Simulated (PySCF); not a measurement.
# BGeH5O2S: the cost of one run

Programs: PySCF 2.14.0, with density-fitted response routines of our own. Each step states its level of theory. These are calculated values for one molecule in the gas phase, unless marked as measured. Atoms are numbered from 0 throughout.

## (1) Starting geometry

10 atoms, charge 0, multiplicity 1; geometry from: GFN2-xTB. The atoms were then displaced at random by about 0.01 Å, so the start is not that level's minimum.

Bonds of the start (Å): O0–B1 1.36, B1–O2 1.35, B1–Ge3 2.07, Ge3–S4 2.20, O0–H5 0.96, O2–H6 0.94, Ge3–H7 1.51, Ge3–H8 1.50, S4–H9 1.33.

## (2) Geometry optimisation at PBE0-D3(BJ)/def2-SVP

Job settings and geometry (Å):

```
{"job": {"xc": "PBE0", "basis": "def2-SVP", "d3": "d3bj", "grid": 1, "shake": 0.01, "kind": "geom"}, "charge": 0, "multiplicity": 1}
O     -0.838070    -1.029230     1.212390
B     -0.839180    -0.203340     0.131580
O     -1.777330    -0.144060    -0.842940
Ge     0.812000     1.023840    -0.073800
S      2.492380    -0.069600    -0.990180
H     -1.603120    -1.596780     1.336220
H     -2.514260    -0.721640    -0.801390
H      1.346190     1.656410     1.190260
H      0.620020     2.199430    -0.983530
H      2.351790    -1.135960    -0.199660
```

Launch:

```sh
OMP_NUM_THREADS=1 python probes_run.py task.json out
```

This one command runs all jobs of the session in turn.

Q: Estimate the wall time and peak memory of this first job on 1 thread of Arm Neoverse V2, shared host.

About 98 s, with a peak of 0.49 GiB.
